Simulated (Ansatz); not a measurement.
Run this with Ansatz 0.2.0, Python API and show what comes out.

`methods_bfh4osn.py`:
```python
from pathlib import Path

import ansatz as az
import numpy as np

mol = (
    az.Crystal.molecule()
    .atom('O', [-0.5261, 1.7514, -0.8347])
    .atom('B', [-0.0885, 1.0405, 0.3032])
    .atom('Sn', [0.4027, -1.0993, 0.0706])
    .atom('F', [0.1959, -1.6454, -1.7543])
    .atom('H', [-1.5558, 1.674, -0.8366])
    .atom('H', [0.0367, 1.5917, 1.3501])
    .atom('H', [2.1501, -1.3326, 0.4902])
    .atom('H', [-0.5228, -2.0375, 1.1557])
)

setup = mol.calculation().basis(gaussian='def2-SVP')

print('functional    E (Ha)        dipole (D)   HOMO (eV)  LUMO (eV)')
for name in ['hse06', 'revpbe', 'pbe', 'r2scan0']:
    rep = setup.functional(name).forces().orbitals().run(threads=1, runs_dir='runs').report
    lines = Path(rep['orbitals_path']).read_text().splitlines()
    field_of = lambda key: [line.split('=')[1].strip() for line in lines if line.startswith(key)]
    orbitals = [(27.211386 * float(e), s, float(n)) for e, s, n in zip(field_of('Ene='), field_of('Spin='), field_of('Occup='))]
    homo = max(e for e, _, n in orbitals if n > 0.5)
    lumo = min(e for e, _, n in orbitals if n < 0.5)
    dipole = 4.803205 * np.linalg.norm(rep['charge_distribution']['dipole_moment_e_ang'])
    print(f'{name:10s} {rep["free_energy_ev"] / 27.211386246:14.6f} {dipole:9.3f} {homo:11.3f} {lumo:10.3f}')
```

`python methods_bfh4osn.py` gives:
```text
functional    E (Ha)        dipole (D)   HOMO (eV)  LUMO (eV)
hse06         -416.238986     3.241      -6.829     -2.520
revpbe        -416.437833     3.015      -5.833     -2.970
pbe           -416.232462     3.029      -5.868     -3.067
r2scan0       -416.384049     3.355      -7.434     -1.963
```

Total energies depend on the basis set; only differences at equal settings carry meaning. The geometry is a force-field or estimated start, not a minimum of this method, and the basis set is short of its limit. A lower total doesn't mark the better method: functionals have no common bound, and MP2 and coupled cluster aren't variational. def2 sets replace the cores of elements past krypton by effective core potentials. Levels such as HOMO and LUMO are orbital energies: with these approximate functionals they aren't the ionisation energy and electron affinity, and their gap isn't the fundamental gap. hse06 follows the composition of plane-wave codes, whose totals differ by tens of mHa, up to about 0.1 Ha, from the form usual in Gaussian-basis programs (wpbeh). Timing: 14 s on 1 thread of Arm Neoverse V2, on a shared host, peak memory 0.26 GiB.
